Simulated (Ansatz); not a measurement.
**CH7ClGeO2Si: up Jacob's ladder to CCSD(T)**

The task here is to estimate one member of a computed series from the others.

The runs use Ansatz 0.2.0, Gaussian basis; functionals in def2-TZVPP, the program's frozen cores in correlated methods.

Levels to be run: PBE-D4, r2SCAN-D4, PBE0-D4, B3LYP-D4, ωB97X-V, ωB97M-V, B2PLYP; CCSD(T)/def2-TZVPP; MP2/def2-QZVPP; extrapolation to the limit.

## The relaxed structure

All runs share one geometry, relaxed beforehand with PBE0-D4 in a triple-zeta def2 set.

SMILES `C[O][GeH]([Cl])[O][SiH3]`, 13 atoms, charge 0, spin multiplicity 1.

Atoms are counted from 1 here; the program's logs count them from 0.

Bond lengths: C1–O2 1.415 Å, C1–H7 1.095 Å, C1–H8 1.095 Å, C1–H9 1.091 Å, O2–Ge3 1.749 Å, Ge3–Cl4 2.151 Å, Ge3–O5 1.752 Å, Ge3–H10 1.520 Å, O5–Si6 1.645 Å, Si6–H11 1.483 Å, Si6–H12 1.485 Å, Si6–H13 1.487 Å. Angles: O2–C1–H7 111.7°, O2–C1–H8 111.6°, O2–C1–H9 107.4°, H7–C1–H8 108.9°, H7–C1–H9 108.6°, H8–C1–H9 108.6°, C1–O2–Ge3 120.4°, O2–Ge3–Cl4 109.1°, O2–Ge3–O5 109.8°, O2–Ge3–H10 108.5°, Cl4–Ge3–O5 106.5°, Cl4–Ge3–H10 111.8°, O5–Ge3–H10 111.2°, Ge3–O5–Si6 135.8°, O5–Si6–H11 106.9°, O5–Si6–H12 111.0°, O5–Si6–H13 110.7°, H11–Si6–H12 109.7° and more.

As a file:

```xyz
13
CH7ClGeO2Si
C    -0.3902    0.4329   -2.0646
O     0.8844    0.7946   -1.5678
Ge    1.4587    0.1455   -0.0486
Cl    1.5005   -2.0012   -0.1731
O     0.3319    0.5478    1.2311
Si   -0.8395   -0.2514    2.0641
H    -0.4731   -0.6486   -2.2153
H    -1.1922    0.7598   -1.3946
H    -0.5178    0.9293   -3.0278
H     2.8370    0.7214    0.2328
H    -1.5411    0.7555    2.8968
H    -0.2505   -1.2995    2.9359
H    -1.8079   -0.8862    1.1309
```

Set-up of the first run:

The input, in.yaml:

```yaml
crystal:
  periodic: [false, false, false]
  atoms:
    - {symbol: C, position_ang: [-0.390182, 0.432922, -2.064627]}
    - {symbol: O, position_ang: [0.884432, 0.794602, -1.567790]}
    - {symbol: Ge, position_ang: [1.458701, 0.145462, -0.048587]}
    - {symbol: Cl, position_ang: [1.500470, -2.001222, -0.173110]}
    - {symbol: O, position_ang: [0.331864, 0.547849, 1.231113]}
    - {symbol: Si, position_ang: [-0.839491, -0.251370, 2.064092]}
    - {symbol: H, position_ang: [-0.473147, -0.648584, -2.215257]}
    - {symbol: H, position_ang: [-1.192222, 0.759802, -1.394567]}
    - {symbol: H, position_ang: [-0.517841, 0.929262, -3.027762]}
    - {symbol: H, position_ang: [2.836959, 0.721425, 0.232821]}
    - {symbol: H, position_ang: [-1.541126, 0.755533, 2.896820]}
    - {symbol: H, position_ang: [-0.250534, -1.299487, 2.935918]}
    - {symbol: H, position_ang: [-1.807882, -0.886194, 1.130934]}
basis:
  gaussian: {orbitals: def2-TZVPP}
hamiltonian: {xc: pbe, dispersion: d4}
output: {forces: true, orbitals: {seedname: orbitals}}
```

Command:

```console
$ ansatz run in.yaml --threads 2 --pin off --events-out ev --progress --plain --max-ram 32768MiB --backend cuda --devices 0, --max-vram 18GiB
```

Steps of the session up to this table: PBE-D4 (GGA); r2SCAN-D4 (meta-GGA); PBE0-D4 (hybrid); B3LYP-D4 (hybrid); ωB97X-V (range-separated); ωB97M-V (range-separated); B2PLYP (double hybrid); CCSD(T) in def2-TZVPP; MP2 in def2-QZVPP.

One table of the session follows, with a row left open; its other results are not shown here.

It belongs to the step «Atomisation energies». 

```
            method  atomisation energy (kJ/mol)
            PBE-D4                       4528.0
         r2SCAN-D4                       4513.1
           PBE0-D4                            ?
          B3LYP-D4                       4476.8
           ωB97X-V                       4531.9
           ωB97M-V                       4505.9
            B2PLYP                       4443.7
     HF/def2-TZVPP                       3267.8
    MP2/def2-TZVPP                       4486.5
   CCSD/def2-TZVPP                       4344.9
CCSD(T)/def2-TZVPP                       4411.7
           MP2/CBS                       4601.1
       CCSD(T)/CBS                       4526.3
```

**Question.** Estimate the row for PBE0-D4.

The run gave: atomisation energy (kJ/mol): 4458.3. In the column «atomisation energy (kJ/mol)» it lies between B2PLYP (4443.7) and B3LYP-D4 (4476.8).

To keep in mind: Free atoms (1 C, 2 O, 1 Ge, 1 Cl, 1 Si, 7 H) were run apart at each level; the atomisation energy is their sum less the molecule, without zero-point or spin-orbit terms.
